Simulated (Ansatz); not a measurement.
# H₇NSSi₂: one species, many methods

An exercise on one series of results from a longer session: the logs are not shown, and one member is left open.

Computed with Ansatz 0.2.0, Gaussian basis. Level: functionals in def2-TZVPP, the program's frozen cores in correlated methods.

Plan: PBE-D4, r2SCAN-D4, PBE0-D4, B3LYP-D4, ωB97X-V, ωB97M-V, B2PLYP; CCSD(T)/def2-TZVPP; MP2/def2-QZVPP; extrapolation to the limit.

**The geometry**

An earlier PBE0-D4 in a triple-zeta def2 set relaxation fixed the geometry.

SMILES `[SiH3]N[SiH2]S`, 11 atoms, charge 0, spin multiplicity 1.

Atoms are counted from 1 here; the program's logs count them from 0.

Bond lengths: Si1–N2 1.729 Å, Si1–H5 1.483 Å, Si1–H6 1.488 Å, Si1–H7 1.488 Å, N2–Si3 1.718 Å, N2–H8 1.012 Å, Si3–S4 2.138 Å, Si3–H9 1.484 Å, Si3–H10 1.482 Å, S4–H11 1.344 Å. Angles: N2–Si1–H5 107.3°, N2–Si1–H6 111.1°, N2–Si1–H7 112.0°, H5–Si1–H6 109.7°, H5–Si1–H7 109.3°, H6–Si1–H7 107.4°, Si1–N2–Si3 128.9°, Si1–N2–H8 115.8°, Si3–N2–H8 115.2°, N2–Si3–S4 113.6°, N2–Si3–H9 112.7°, N2–Si3–H10 106.0°, S4–Si3–H9 101.9°, S4–Si3–H10 111.6°, H9–Si3–H10 111.1°, Si3–S4–H11 94.8°.

Geometry (Å):

```mol
H7NSSi2
  3D, bonds by distance, orders not assigned

 11 10  0  0  0  0  0  0  0  0999 V2000
   -0.1888    1.4848   -0.9780 Si  0  0
   -0.3439    0.4705    0.4134 N   0  0
    0.6141   -0.8772    0.8779 Si  0  0
   -0.4888   -2.7028    1.0225 S   0  0
    0.9147    0.9358   -1.8034 H   0  0
   -1.4477    1.5018   -1.7715 H   0  0
    0.1250    2.8921   -0.6103 H   0  0
   -1.1305    0.6689    1.0178 H   0  0
    1.1659   -0.7423    2.2493 H   0  0
    1.6995   -0.9731   -0.1261 H   0  0
   -0.8541   -2.7155   -0.2708 H   0  0
  1  2  8  0
  2  3  8  0
  3  4  8  0
  1  5  8  0
  1  6  8  0
  1  7  8  0
  2  8  8  0
  3  9  8  0
  3 10  8  0
  4 11  8  0
M  END
```

Set-up of the first run:

Input file in.yaml:

```yaml
crystal:
  periodic: [false, false, false]
  atoms:
    - {symbol: Si, position_ang: [-0.188802, 1.484780, -0.978002]}
    - {symbol: N, position_ang: [-0.343949, 0.470457, 0.413358]}
    - {symbol: Si, position_ang: [0.614150, -0.877223, 0.877873]}
    - {symbol: S, position_ang: [-0.488775, -2.702790, 1.022530]}
    - {symbol: H, position_ang: [0.914652, 0.935850, -1.803424]}
    - {symbol: H, position_ang: [-1.447694, 1.501811, -1.771509]}
    - {symbol: H, position_ang: [0.124995, 2.892066, -0.610262]}
    - {symbol: H, position_ang: [-1.130521, 0.668880, 1.017775]}
    - {symbol: H, position_ang: [1.165914, -0.742307, 2.249286]}
    - {symbol: H, position_ang: [1.699526, -0.973114, -0.126095]}
    - {symbol: H, position_ang: [-0.854097, -2.715512, -0.270831]}
basis:
  gaussian: {orbitals: def2-TZVPP}
hamiltonian: {xc: pbe, dispersion: d4}
output: {forces: true, orbitals: {seedname: orbitals}}
```

Started as:

```
$ ansatz run in.yaml --threads 4 --pin off --events-out ev --progress --plain --max-ram 10444MiB
```

Steps of the session up to this table: PBE-D4 (GGA); r2SCAN-D4 (meta-GGA); PBE0-D4 (hybrid); B3LYP-D4 (hybrid); ωB97X-V (range-separated); ωB97M-V (range-separated); B2PLYP (double hybrid); CCSD(T) in def2-TZVPP; MP2 in def2-QZVPP.

One of the session's tables, all rows but one given; the rest of the session is left out.

```
            method  atomisation energy (eV)
            PBE-D4                   35.707
         r2SCAN-D4                   35.747
           PBE0-D4                   35.444
          B3LYP-D4                   35.880
           ωB97X-V                   36.227
           ωB97M-V                   36.071
            B2PLYP                   35.352
     HF/def2-TZVPP                   26.193
    MP2/def2-TZVPP                   34.870
   CCSD/def2-TZVPP                        ?
CCSD(T)/def2-TZVPP                   34.849
           MP2/CBS                   35.989
       CCSD(T)/CBS                   35.968
```

Q: Estimate the row for CCSD/def2-TZVPP from the others.

The run gave: atomisation energy (eV): 34.432. In the column «atomisation energy (eV)» it lies between HF/def2-TZVPP (26.193) and CCSD(T)/def2-TZVPP (34.849).

To keep in mind: Free atoms (2 Si, 1 N, 1 S, 7 H) were run apart at each level; the atomisation energy is their sum less the molecule, without zero-point or spin-orbit terms.
